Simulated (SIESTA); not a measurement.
Crystal: ScTaN.

```xyz
6
Lattice="3.0851 0.0000 0.0000 -1.5425 2.6717 0.0000 0.0000 0.0000 10.3401" Properties=species:S:1:pos:R:3 pbc="T T T"
Ta    0.0000    1.7812    2.5399
Ta    1.5425    0.8906    7.8003
Sc    0.0000    0.0000    0.0000
Sc    0.0000    0.0000    5.1701
N     0.0000    1.7812    6.5126
N     1.5425    0.8906    3.8275
```

The cell comes from a database or a generator and needn't be the stable form of this composition.

* Program: SIESTA 5.4.2
* Task: single point
* Functional: PBEsol
* Potentials or basis: PseudoDojo 0.4 standard (PBEsol files)
* Basis: DZP (energy shift 0.003 Ry; two zetas on semicore shells)
* Grid cutoff: 800 Ry
* Energy shift: 0.003 Ry
* k mesh: 10 × 10 × 3
* Occupations: fermi-dirac, width 0.05 eV
* Spin: no spin polarisation

On this cell: pressure -5.2 GPa; largest force 0.075 eV/Å; band gap on the k mesh none (metal or under the smearing width).

The same run follows on a disturbed copy (atoms moved at random, drawn with an rms of 0.05 Å):

```
Ta Sc N
1.0
     3.08507    0.00000    0.00000
    -1.54253    2.67175    0.00000
     0.00000    0.00000   10.34014
Ta Sc N
2 2 2
Direct
  0.32860 0.65725 0.24890
  0.66965 0.33669 0.74720
  0.02118 0.99445 0.99675
  0.00434 0.98179 0.49880
  0.34592 0.68021 0.63276
  0.65755 0.31258 0.37255
```

Question: What changes?

Answer: The energy (extrapolated to zero smearing) moves by +20.7 meV/atom; pressure -2.8 GPa; largest force 1.504 eV/Å; band gap on the k mesh none (metal or under the smearing width).

Forces on the atoms (eV/Å):
```
Ta   0.093 -0.181 -0.498
Ta   0.162  0.193  1.483
Sc  -0.172  0.016  0.140
Sc  -0.319  0.302  0.202
N    0.028 -0.629 -1.214
N    0.208  0.297 -0.112
```

Stress tensor (GPa, compression positive):
```
-2.96 -0.02 -0.09
-0.02 -2.50 -0.38
-0.09 -0.38 -2.87
```

Caveats: short orbitals over semicore shells can move pressures by several GPa; the basis of atomic orbitals isn't converged, which shifts pressures, moduli and gaps.
